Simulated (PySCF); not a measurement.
# AsH3 (Arsine): the cost of one run

Programs: PySCF 2.14.0, with routines of our own; each step states its level. All values are computed. Atoms count from 0.

### 1 The system as given

4 atoms, charge 0, multiplicity 1; geometry from: GFN2-xTB.

### 2 Relaxing the molecule at PBE0-D3(BJ)/def2-SVP

Job settings and geometry (Å):

```
{"job": {"xc": "PBE0", "basis": "def2-SVP", "d3": "d3bj", "grid": 1, "maxiter": 30, "shake": 0.01, "kind": "geom"}, "charge": 0, "multiplicity": 1}
As     0.026160    -0.019300     0.654580
H     -0.157530     1.198560    -0.235080
H     -0.984490    -0.737430    -0.222960
H      1.153850    -0.467210    -0.229540
```

Started as:

```
$ OMP_NUM_THREADS=1 python heavy_run.py task.json out
```

One launch serves the whole session: the jobs run in the order shown.

**Question.** How long does this first job take on 1 thread of Intel Xeon Platinum 8259CL at 2.50GHz, shared host, and how much memory does it need?

About 3.1 s, with a peak of 0.25 GiB.
